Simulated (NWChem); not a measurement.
# SnSiH5O (SMILES [SiH3][O][SnH2]): levels of theory compared

Wanted: a comparison of 4 runs (UHF/def2-SVPD, UPBE/def2-SVPD, USVWN5/def2-SVPD, UMP2/def2-SVPD) of SnSiH5O. 

Program for the calculation: NWChem 7.3.0.

### 1 Starting point

SnSiH5O: 8 atoms, total charge 0, spin state doublet. SMILES: `[SiH3][O][SnH2]`. The shape is that of a PBE0-D4/def2-TZVP optimisation. This is one conformer, not always the lowest.

Bond lengths: Si1–O2 1.631 Å, O2–Sn3 1.970 Å, Si1–H4 1.493 Å, Si1–H5 1.487 Å, Si1–H6 1.489 Å, Sn3–H7 1.723 Å, Sn3–H8 1.730 Å. Angles: Si1–O2–Sn3 136.4°, O2–Si1–H4 111.2°, O2–Si1–H5 109.2°, O2–Si1–H6 111.0°, O2–Sn3–H7 102.4°, O2–Sn3–H8 105.0°, H4–Si1–H5 108.7°, H4–Si1–H6 107.9°, H5–Si1–H6 108.8°, H7–Sn3–H8 112.5°.

### 2 Energy and gradient at UHF/def2-SVPD (core potential) (run 1)

calc.nw reads:

```
start calc
memory total 2200 mb

geometry noautosym nocenter noautoz
  Si   -0.737900    1.075100   -0.480800
  O     0.586900    0.306200    0.078800
  Sn    0.956500   -1.332100    1.108000
  H    -1.877900    0.127700   -0.658800
  H    -0.424600    1.696400   -1.794600
  H    -1.173500    2.142300    0.461900
  H     2.665400   -1.489100    0.950500
  H     0.097400   -2.583700    0.279200
end

basis spherical bse
  Si library def2-SVPD
  O library def2-SVPD
  Sn library def2-SVPD
  H library def2-SVPD
end

ecp bse
  Sn library def2-SVPD
end

scf
  doublet
  uhf
  thresh 1e-08
  maxiter 80
  print low
end

task scf gradient
```

Run with:

```bash
$ nwchem calc.nw > calc.out
```

The program printed:

```text
[...]
  functions       =   119
[...]
  wavefunction    = UHF
[...]
         Total SCF energy =   -579.919129621076
      One electron energy =  -1246.964761347272
      Two electron energy =    484.675066451112
 Nuclear repulsion energy =    182.370565275084
                       Sz =      0.5000
                 Sz(Sz+1) =      0.7500
                      S^2 =      0.7560
[...]
                         UHF ENERGY GRADIENTS
    atom               coordinates                        gradient
                 x          y          z           x          y          z
   1 Si     -1.394429   2.031644  -0.908580    0.004121  -0.007116   0.005133
   2 O       1.109080   0.578634   0.148910    0.000430   0.000530  -0.001675
   3 Sn      1.807523  -2.517304   2.093816   -0.004932   0.005542   0.000851
   4 H      -3.548716   0.241318  -1.244951   -0.001543  -0.000780  -0.000558
   5 H      -0.802378   3.205731  -3.391302    0.001340   0.000500  -0.001415
   6 H      -2.217593   4.048360   0.872864   -0.000248   0.001454   0.000963
   7 H       5.036876  -2.813991   1.796185    0.001848   0.000838  -0.001434
   8 H       0.184059  -4.882485   0.527611   -0.001016  -0.000968  -0.001865
 Task  times  cpu:       43.5s     wall:       43.5s
 Total times  cpu:       43.5s     wall:       43.5s
```

Wall time 44 s (1 thread of Intel Xeon 6975P-C (Granite Rapids), shared host); peak memory 0.1 GiB.

### 3 Energy and gradient at UPBE/def2-SVPD (core potential) (run 2)

nw.xyz reads:

```xyz
8

Si    -0.737900     1.075100    -0.480800
O      0.586900     0.306200     0.078800
Sn     0.956500    -1.332100     1.108000
H     -1.877900     0.127700    -0.658800
H     -0.424600     1.696400    -1.794600
H     -1.173500     2.142300     0.461900
H      2.665400    -1.489100     0.950500
H      0.097400    -2.583700     0.279200
```

run.py reads:

```python
from ase.io import read
from ase.calculators.nwchem import NWChem

mol = read('nw.xyz')

calc = NWChem(
    label='nw',
    theory='dft',
    memory='2200 mb',
    basis='def2-SVPD',
    basispar='spherical bse',
    dft={'xc': 'xpbe96 cpbe96', 'mult': '2', 'grid': 'fine', 'convergence': 'energy 1e-08', 'iterations': '100', 'mulliken': None, 'print': 'low'},
    **{'ecp bse': {'Sn library': 'def2-SVPD'}},
)
mol.calc = calc

forces = mol.get_forces()
print(f"energy = {mol.get_potential_energy():.6f} eV")
print("forces (eV/A):")
for s, f in zip(mol.symbols, forces):
    print(f"{s:2s} {f[0]:10.5f} {f[1]:10.5f} {f[2]:10.5f}")
```

Run with:

```bash
$ export ASE_NWCHEM_COMMAND="nwchem PREFIX.nwi > PREFIX.nwo"
$ python run.py
```

The program printed:

```text
energy = -15826.627286 eV
forces (eV/A):
Si   -1.05919    0.57500   -0.41009
O     1.06773    0.24888   -0.11102
Sn    0.06011   -0.73122    0.88122
H    -0.23829   -0.18656   -0.04710
H     0.08397    0.12804   -0.27213
H    -0.08099    0.22569    0.19324
H     0.31907   -0.02443   -0.05641
H    -0.15247   -0.23536   -0.17782
```

The calculator wrote nw.nwi:

```
title "nw"

permanent_dir nw

scratch_dir nw

start nw

geometry units angstrom nocenter noautosym noautoz
  Si -7.3790000000000000e-01 1.0750999999999999e+00 -4.8080000000000001e-01
  O  5.8689999999999998e-01 3.0620000000000003e-01 7.8799999999999995e-02
  Sn 9.5650000000000002e-01 -1.3321000000000001e+00 1.1080000000000001e+00
  H  -1.8778999999999999e+00 1.2770000000000001e-01 -6.5880000000000005e-01
  H  -4.2459999999999998e-01 1.6963999999999999e+00 -1.7946000000000000e+00
  H  -1.1735000000000000e+00 2.1423000000000001e+00 4.6189999999999998e-01
  H  2.6654000000000000e+00 -1.4891000000000001e+00 9.5050000000000001e-01
  H  9.7400000000000000e-02 -2.5836999999999999e+00 2.7920000000000000e-01
end

memory 2200 mb

basis spherical bse noprint
   * library def2-SVPD
end

dft
  xc xpbe96 cpbe96
  mult 2
  grid fine
  convergence energy 1e-08
  iterations 100
  mulliken
  print low
end
ecp bse
  Sn library def2-SVPD
end

task dft gradient
```

nw.nwo:

```text
Northwest Computational Chemistry Package (NWChem) 7.3.0
             --------------------------------------------------------

           Job information
           ---------------

    nwchem branch   = 7.3.0
    use scalapack   = T
    input           = nw.nwi
    prefix          = nw.
    data base       = nw/nw.db
    status          = startup
    nproc           =        1

           Memory information
           ------------------

    heap     =     72089600 doubles =      550.0 Mbytes
    stack    =     72089597 doubles =      550.0 Mbytes
    global   =    144179200 doubles =     1100.0 Mbytes (distinct from heap & stack)
    total    =    288358397 doubles =     2200.0 Mbytes
    verify   = yes
    hardfail = no

[... 38 lines left out ...]
            Nuclear Dipole moment (a.u.)
[... 93 lines left out ...]
   convergence    iter        energy       DeltaE   RMS-Dens  Diis-err    time
[... 13 lines left out ...]
         Total DFT energy =     -581.617829824156
      One electron energy =    -1247.217779375530
           Coulomb energy =      532.375536105595
    Exchange-Corr. energy =      -49.146151829305
 Nuclear repulsion energy =      182.370565275084
[... 53 lines left out ...]
     --------------------------
     Expectation value of S2:
     --------------------------
      <S2> =      0.7514 (Exact =     0.7500)

                         DFT ENERGY GRADIENTS

    atom               coordinates                        gradient
                 x          y          z           x          y          z
   1 Si     -1.394429   2.031644  -0.908580    0.020598  -0.011182   0.007975
   2 O       1.109080   0.578634   0.148910   -0.020764  -0.004840   0.002159
   3 Sn      1.807523  -2.517304   2.093816   -0.001169   0.014220  -0.017137
[... 4 lines of this table left out ...]
   8 H       0.184059  -4.882485   0.527611    0.002965   0.004577   0.003458

 Task  times  cpu:       50.8s     wall:       50.8s
 Total times  cpu:       50.8s     wall:       50.8s
```

Run time: 52 s. Hardware: 1 thread of Intel Xeon 6975P-C (Granite Rapids), shared host; peak memory 0.14 GiB.

### 4 Energy and forces at USVWN5/def2-SVPD (core potential) (run 3)

mymol.nw reads:

```
start mymol
title "H5OSiSn gradient"
memory stack 880 mb heap 220 mb global 1100 mb

geometry noautosym nocenter noautoz
  Si      -0.737900       1.075100      -0.480800
  O        0.586900       0.306200       0.078800
  Sn       0.956500      -1.332100       1.108000
  H       -1.877900       0.127700      -0.658800
  H       -0.424600       1.696400      -1.794600
  H       -1.173500       2.142300       0.461900
  H        2.665400      -1.489100       0.950500
  H        0.097400      -2.583700       0.279200
end

basis spherical bse
  Si library def2-SVPD
  O library def2-SVPD
  Sn library def2-SVPD
  H library def2-SVPD
end

ecp bse
  Sn library def2-SVPD
end

dft
  xc slater vwn_5
  mult 2
  grid fine
  convergence energy 1e-08
  maxiter 100
  mulliken
end

task dft gradient
```

Run with:

```bash
$ nwchem mymol.nw > mymol.out
```

The program printed:

```text
[...]
          Wavefunction type:  spin polarized.
          No. of atoms     :     8
          No. of electrons :    49
[...]
          Charge           :     0
          Spin multiplicity:     2
[...]
          AO basis - number of functions:   119
[...]
              XC Information
              --------------
                        Slater Exchange Functional  1.000 local
                      VWN V Correlation Functional  1.000 local
[...]
 d= 0,ls=0.0,diis     1   -579.6787593384 -7.62D+02  1.76D-02  2.46D-01     2.8
[...]
 d= 0,ls=0.0,diis    11   -579.7902244739 -2.35D-09  1.77D-07  1.03D-10    23.3
[...]
         Total DFT energy =     -579.790224473927
      One electron energy =    -1247.074232327431
           Coulomb energy =      532.153465190618
    Exchange-Corr. energy =      -47.240022612198
 Nuclear repulsion energy =      182.370565275084
[...]
      Total Density - Mulliken Population Analysis
     ---------------------------------------------
    Atom       Charge   Shell Charges
 -----------   ------   -------------------------------------------------------
    1 Si  14    14.30   2.00  1.97  1.11  0.36 -0.01  5.91  1.34  1.20  0.29  0.13
    2 O    8     8.70   1.99  1.06  0.72  0.04  2.86  1.82  0.20  0.01  0.01
    3 Sn  22    21.60   0.43  1.60  1.26  0.18  0.00  2.76  3.24  1.37  0.61  9.66  0.47  0.02
    4 H    1     0.85   0.71  0.13  0.01 -0.01
    5 H    1     0.82   0.71  0.11  0.01 -0.01
    6 H    1     0.83   0.71  0.12  0.01 -0.01
    7 H    1     0.95   0.65  0.29  0.01  0.01
    8 H    1     0.95   0.64  0.29  0.01  0.01
[...]
      <S2> =      0.7508 (Exact =     0.7500)
[...]
  wavefunction    = open shell
                         DFT ENERGY GRADIENTS
    atom               coordinates                        gradient
                 x          y          z           x          y          z
   1 Si     -1.394429   2.031644  -0.908580    0.012804  -0.006038   0.004282
   2 O       1.109080   0.578634   0.148910   -0.015255  -0.000429   0.000074
   3 Sn      1.807523  -2.517304   2.093816    0.000164   0.006856  -0.010004
   4 H      -3.548716   0.241318  -1.244951    0.004501   0.004138   0.000781
   5 H      -0.802378   3.205731  -3.391302   -0.001990  -0.002419   0.005402
   6 H      -2.217593   4.048360   0.872864    0.001342  -0.004375  -0.004036
   7 H       5.036876  -2.813991   1.796185   -0.003653  -0.000146   0.000981
   8 H       0.184059  -4.882485   0.527611    0.002088   0.002411   0.002520
[...]
```

It took 34 s on 1 thread of Intel Xeon 6975P-C (Granite Rapids), shared host; peak memory 0.12 GiB.

### 5 Energy and gradient at UMP2/def2-SVPD (core potential) (run 4)

h5osisn.nw reads:

```
start h5osisn
title "H5OSiSn gradient"
memory 2200 mb
charge 0

geometry units angstroms noautosym nocenter noautoz
  Si    -0.737900     1.075100    -0.480800
  O      0.586900     0.306200     0.078800
  Sn     0.956500    -1.332100     1.108000
  H     -1.877900     0.127700    -0.658800
  H     -0.424600     1.696400    -1.794600
  H     -1.173500     2.142300     0.461900
  H      2.665400    -1.489100     0.950500
  H      0.097400    -2.583700     0.279200
end

basis spherical bse
  Si library def2-SVPD
  O library def2-SVPD
  Sn library def2-SVPD
  H library def2-SVPD
end

ecp bse
  Sn library def2-SVPD
end

scf
  doublet
  uhf
  thresh 1e-08
  maxiter 80
  print low
end

mp2
  freeze core 10
  tight
end

task mp2 gradient
```

Run with:

```bash
$ nwchem h5osisn.nw > h5osisn.out
```

The program printed:

```text
[...]
  functions       =   119
[...]
  wavefunction    = UHF
[...]
         Total SCF energy =   -579.919129621076
      One electron energy =  -1246.964761347272
      Two electron energy =    484.675066451112
 Nuclear repulsion energy =    182.370565275084
                       Sz =      0.5000
                 Sz(Sz+1) =      0.7500
                      S^2 =      0.7560
[...]
          Total MP2 energy          -580.330466019386
[...]
                         mp2 ENERGY GRADIENTS
    atom               coordinates                        gradient
                 x          y          z           x          y          z
   1 Si     -1.394429   2.031644  -0.908580    0.021881  -0.014289   0.010152
   2 O       1.109080   0.578634   0.148910   -0.017531  -0.000227  -0.001667
   3 Sn      1.807523  -2.517304   2.093816   -0.005642   0.015316  -0.005104
   4 H      -3.548716   0.241318  -1.244951   -0.000483  -0.000441  -0.000084
   5 H      -0.802378   3.205731  -3.391302    0.000449   0.000285  -0.000853
   6 H      -2.217593   4.048360   0.872864   -0.000040   0.000586   0.000591
   7 H       5.036876  -2.813991   1.796185    0.002654   0.000274  -0.001042
   8 H       0.184059  -4.882485   0.527611   -0.001288  -0.001505  -0.001993
[...]
```

Wall time 1.7 min (1 thread of Intel Xeon 6975P-C (Granite Rapids), shared host); peak memory 0.62 GiB.

### 6 The series

```
run                              level  iteration cap  module  energy (Eh)   ⟨S²⟩  largest force (eV/Å)  wall time
  1     UHF/def2-SVPD (core potential)             80     scf  -579.919130  0.756                 0.498       44 s
  2    UPBE/def2-SVPD (core potential)            100     dft  -581.617830  0.751                 1.273       52 s
  3  USVWN5/def2-SVPD (core potential)            100     dft  -579.790224  0.751                 0.785       34 s
  4    UMP2/def2-SVPD (core potential)             80     mp2  -580.330466  0.756                 1.442    1.7 min
```

### 7 What came out

| quantity | value |
| --- | --- |
| run 4: total energy | -580.33047 Eh |
| run 4: dipole moment (of the density that the program reports) | 2.01 D |
| run 4: correlation energy (10 core orbitals frozen) | -411.3 mEh |
| run 4: ⟨S²⟩ of the reference determinant | 0.756 |
| run 4: largest force on an atom | 1.442 eV/Å |

Totals of different functionals can't be ranked against each other. All runs together took 3.8 min, the longest 1.7 min.
